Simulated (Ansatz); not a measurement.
# ZrNiF6: two electronic states of one cell

An SCF can end in more than one state. Here ZrNiF6, a known structure type filled with other elements, at an estimated volume, is run from each state found earlier: which lies lowest, and what else changes?

Program: Ansatz 0.2.0. Level of theory: DFT, r2SCAN, with U_eff = 5.1 eV on Ni d, plane waves, PAW. These are calculated values, not measurements.

## 1. The structure

The structure is trigonal, space group R-3m (No. 166). Conventional cell: a = 6.640 Å, b = 6.640 Å, c = 6.248 Å, α = 90.00°, β = 90.00°, γ = 120.00°. Zr (site symmetry -3m) is surrounded by 12 F at 2.45 to 2.55 Å. Ni (site symmetry -3m) has 6 F at 1.69 Å as nearest neighbours. F (site symmetry m) is surrounded by 1 Ni at 1.69 Å.

As a file:

```
Zr Ni F
1.0
     3.31994    1.91677    2.08251
    -3.31994    1.91677    2.08251
     0.00000   -3.83353    2.08251
Zr Ni F
1 1 6
Direct
  0.50000 0.50000 0.50000
  0.00000 0.00000 0.00000
  0.27600 0.91600 0.27600
  0.27600 0.27600 0.91600
  0.91600 0.27600 0.27600
  0.72400 0.08400 0.72400
  0.08400 0.72400 0.72400
  0.72400 0.72400 0.08400
```

The states: A, Ni2 up (collinear spin); B, no atom with a moment over 0.3 μB (no spin polarisation). Each run reads its own saved solution as saved_state.

## 2. State A: the run

input.yaml

```yaml
crystal:
  lattice:
    - [3.31993392, 1.91676718, 2.08251013]
    - [-3.31993392, 1.91676718, 2.08251013]
    - [0.0, -3.83353336, 2.08251013]
  atoms:
    - { symbol: Zr, position: [0.5, 0.5, 0.5] }
    - { symbol: Ni, position: [0.0, 0.0, 0.0] }
    - { symbol: F, position: [0.276, 0.916, 0.276] }
    - { symbol: F, position: [0.276, 0.276, 0.916] }
    - { symbol: F, position: [0.916, 0.276, 0.276] }
    - { symbol: F, position: [0.724, 0.084, 0.724] }
    - { symbol: F, position: [0.084, 0.724, 0.724] }
    - { symbol: F, position: [0.724, 0.724, 0.084] }
kpoints:
  mp_grid: { grid: [5, 5, 5], shift: [0, 0, 0] }
  band_path:
    path:
      - [0.0, 0.0, 0.0]
      - [0.5, 0.0, 0.0]
      - [0.5, -0.5, 0.5]
      - [0.36340315, -0.63659685, 0.36340315]
      - [0.36340315, 0.36340315, 0.36340315]
      - [0.0, 0.0, 0.0]
      - [0.5, -0.5, 0.0]
    npoints: 11
magnetization:
  spin_polarized: true
scf:
  occupations: { method: fermi_dirac }
  lower_state_search: "off"
  max_iter: 200
hamiltonian:
  pseudopotentials: { kind: paw }
  xc: r2scan
  hubbard:
    projectors: all-electron-ortho-atomic
    sites: [{ species: Ni, l: d, u_eff: 5.1 }]
basis:
  ecutwfc: 500
  fft_grid_basis: typed
output:
  forces: true
  stress: true
  eigenvalues: true
  bader: true
  populations: true
  elf: true
  write_potential: true
  volumetric_format: npy
  dos:
    e_range: [-12, 8]
    de: 0.05
    projected: { site_lists: { F: [F], Ni: [Ni], Zr: [Zr] } }
checkpoint:
  read: saved_state
```

On the command line:

```console
ansatz run input.yaml --threads 1 --pin off --max-ram 2560MiB --backend cpu --events-out ev --progress --plain --runs-dir out
```

## 4. Run from state B

input.yaml, as its differences from that of step 2:

```diff
@@ -16,14 +16,4 @@
   mp_grid: { grid: [5, 5, 5], shift: [0, 0, 0] }
-  band_path:
-    path:
-      - [0.0, 0.0, 0.0]
-      - [0.5, 0.0, 0.0]
-      - [0.5, -0.5, 0.5]
-      - [0.36340315, -0.63659685, 0.36340315]
-      - [0.36340315, 0.36340315, 0.36340315]
-      - [0.0, 0.0, 0.0]
-      - [0.5, -0.5, 0.0]
-    npoints: 11
 magnetization:
-  spin_polarized: true
+  spin_polarized: false
 scf:
```

(Steps that only read results are left out.)

Before running it: what results should come out? Wanted: for each run, free energy; largest site moment; size of the net moment; gap; pressure; largest force.

As calculated:

| state | free energy (meV/atom) | largest site moment (μB) | size of the net moment (μB/cell) | gap (eV) | pressure (GPa) | largest force (eV/Å) | SCF cycles |
| --- | --- | --- | --- | --- | --- | --- | --- |
| A | 0.0 | 1.49 | 2.00 | 0.50 | 29.3 | 7.26 | 9 |
| B | 243.0 | – | – | metal | 25.2 | 5.36 | 13 |

State A lies lowest, 243.0 meV per atom under state B. They differ in kind: A is gapped, B is a metal. The atoms are far from rest (forces to 7.3 eV/Å), so order and character hold for this geometry alone. At the same volume their pressures differ by 4.1 GPa, the state with the larger moments having the higher pressure, so it wants the larger volume. Not all runs allow spin: where it is off, the gap in energy is mostly the cost of forbidding moments, not two ends of one search.
